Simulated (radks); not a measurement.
# Pd²⁸⁺ in [Ar]: an all-electron calculation

What are the levels of the palladium ion Pd28+, how large are its shells, and how does its energy divide?

Program: radks (a radial shooting solver on a logarithmic mesh, Libxc functionals) version 1. Level of theory: scalar-relativistic Kohn-Sham, PBE, spin-unpolarised, spherical densities, finite nucleus. These are calculated values, not measurements, unless marked.

### 1 The system

```
element            : palladium (Z = 46)
charge             : +28
electrons          : 18
configuration      : [Ar]
nuclear rms radius : 4.5318 fm
```

The outer shells:

Pd²⁸⁺
```
[Ne] core
3s [↑↓]
3p [↑↓][↑↓][↑↓]
```

### 2 Self-consistent calculation

Input:

```text
Z 46
configuration [Ar]
relativity scalar-relativistic
functional pbe,pbe
spin unpolarised
nucleus finite rms 4.5318 fm
c 137.035999084
```

The run is started by

```bash
$ python run_ks.py task.json out
```

This one command runs every case of the session in turn.

What does the calculation give?

As calculated:

```
                        quantity                 value
                    total energy   -4507.99132 hartree
exchange-correlation share of it                2.20 %
                            −T/E                1.0417
          highest occupied level        3p, -1625.9 eV
    most extended occupied level  3s, <r> = 0.344 bohr
 radius at density 0.001 e/bohr³            0.970 bohr
    maxima of the radial density                     3
         ionisation energy, NIST   1644 (semi-emp.) eV
```

3 principal shells are occupied and 3 maxima appear in the radial density. Relativity lifts −T/E to 1.042. The top level binds by 1625.9 eV, 99 % of the NIST ionisation energy of 1644 eV. 
